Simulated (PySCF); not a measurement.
# KSe: bond curves at several levels of theory

The task here is to estimate one member of a computed series from the others.

The runs use PySCF 2.14.0; K def2-SVP, Se def2-SVP, no relativity.

The first run:

Settings of the job:

* atoms: K, Se
* charge: 0
* basis: K def2-SVP, Se def2-SVP
* Hamiltonian: no relativity
* basis functions: 56
* electrons treated: 53
* masses in u: 38.9637, 79.9165
* levels: PBE0, PBE, r²SCAN, B97-3, M06-2X, B2PLYP, HF, MP2, SCS-MP2, CCSD, CCSD(T)
* grid: 80 radial by 434 angular points
* occupations: held fixed by the projection of orbital angular momentum
* dissociation limit: K + Se, each in its ground configuration
* starting distance in angstrom: 3.060
* values of 2S to try: 1, 3

Command:

```
OMP_NUM_THREADS=1 python dia.py task.json out
```

Steps of the session up to this table: Set-up; The PBE0 curve of the state that the search chose; Higher solutions at PBE0; PBE; r²SCAN (meta-GGA); B97-3; M06-2X (hybrid meta-GGA); B2PLYP (double hybrid); UHF (mean field); Correlated methods on the Hartree–Fock reference.

One table of the session follows, with a row left open; its other results are not shown here.

It belongs to the step «The curves together». Energy (eV) from each level's lowest point:

```
R (Å)    UHF  UHF-MP2  UHF-SCS-MP2  UHF-CCSD  UHF-CCSD(T)
2.551  0.729    0.630        0.647       n/a          n/a
2.669  0.354    0.291        0.302     0.300        0.299
2.788  0.137    0.101        0.107     0.106        0.106
2.877  0.049    0.029        0.032     0.031        0.031
2.966  0.007    0.000        0.000     0.000        0.000
3.055      ?        ?            ?         ?            ?
3.174  0.031    0.045        0.040     0.040        0.039
3.322  0.113    0.136        0.128     0.128        0.126
3.500  0.252    0.282        0.272     0.271        0.267
3.737  0.472    0.511        0.497       n/a          n/a
```

Estimate the missing values for R (Å) = 3.055.

Worked estimate for «UHF». A straight line through the neighbours (2.966, 0.007) and (3.174, 0.031) gives 0.007 + (0.031 − 0.007) × (3.055 − 2.966) / (3.174 − 2.966) = 0.017; a parabola fitted to 4 rows on both sides gives 0.003.

**Answer.** UHF: 0.000; UHF-MP2: 0.004; UHF-SCS-MP2: 0.001; UHF-CCSD: 0.001; UHF-CCSD(T): 0.001. In «UHF» the line misses by +0.017 and the parabola by +0.003.
